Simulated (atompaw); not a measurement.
# A PAW (atompaw) potential for Sn, from input to tests

Do these settings give a usable potential? It is generated, then checked for scattering, ghosts and hardness.

The numbers are computed with atompaw 4.2.0.5 (PBE, scalar-relativistic, spin-unpolarised reference atom).

**1. The atom and the settings**

Typed settings, in words:

- element: tin (Sn, Z = 50)
- type: PAW
- frozen core: [Kr]
- valence charge: 14
- reference configuration: 4d10 5s2 5p2
- partial waves: 5s (bound); 5s channel at 0.15 Ry; 5p (bound); 5p channel at 1.85 Ry; 4d (bound); 4d channel at 0.7 Ry
- local potential: bessel scheme, radius 2.60 bohr
- core correction: smooth core density matched at 1.70 bohr
- augmentation charge: sinc compensation charge, radius 2.70 bohr; PAW radius 2.90 bohr; waves and projectors: bloechl

The outer shells as boxes (Hund's rule for the drawing; the calculation is spin-unpolarised):

```
[Kr] core
4d [↑↓][↑↓][↑↓][↑↓][↑↓]
5s [↑↓]
5p [↑ ][↑ ][  ]
```

An earlier all-electron run gives the scale for the radii.

All-electron outer shells of the reference configuration (PBE, scalar-relativistic, ld1.x):

```
shell  level (eV)  outermost node (bohr)  outermost maximum (bohr)
   4s     -133.93                   0.40                      0.74
   4p      -89.70                   0.41                      0.79
   4d      -25.84                   0.39                      0.88
   5s      -10.55                   0.98                      2.01
   5p       -3.69                   1.09                      2.55
```

**2. Generation**

Sn.input

```
Sn 50
GGA-PBE scalarrelativistic loggrid 1500 logderivrange -4 5 226
5 5 4 0 0 0
5 1 2
0 0 0
c
c
c
c
v
c
c
c
v
c
v
2
2.90 2.70 2.60 1.70
y
0.15
n
y
1.85
n
y
0.7
n
bloechl sinc
bessel
PWSCFOUT
UPFDX 0.0125d0 UPFXMIN -7.d0 UPFZMESH 50.d0
END
```

On the command line:

```bash
atompaw < Sn.input > Sn.log
```

**Question.** What will these runs give? Wanted: cutoffs for 10 and 1 mRy, occupied levels; bound ghosts; largest phase difference near zero energy, channels read; lowest eigenvalue of the overlap; share of valence orbitals outside the PAW sphere; UPF file.

The runs gave:

| quantity | value |
| --- | --- |
| cutoffs for 10 and 1 mRy, occupied levels | 30 Ry and 35 Ry |
| bound ghosts | none found |
| largest phase difference near zero energy, channels read | 0.002 rad |
| lowest eigenvalue of the overlap (Bessel basis) | 0.356 (s) |
| share of valence orbitals outside the PAW sphere | 5s 24 %, 5p 54 %, 4d 0 % |
| UPF file | written |

What this shows: It counts as soft on the atom at that tolerance, with 30 Ry needed at the looser tolerance. The slowest level is 4d: taken alone it needs 30 Ry to come within 1 mRy, against 6 Ry or less for 5s. No bound ghost shows below the valence levels. Near zero energy the phases of the channels with partial waves agree within 0.002 rad. These are tests on the free atom; a crystal test is still owed.
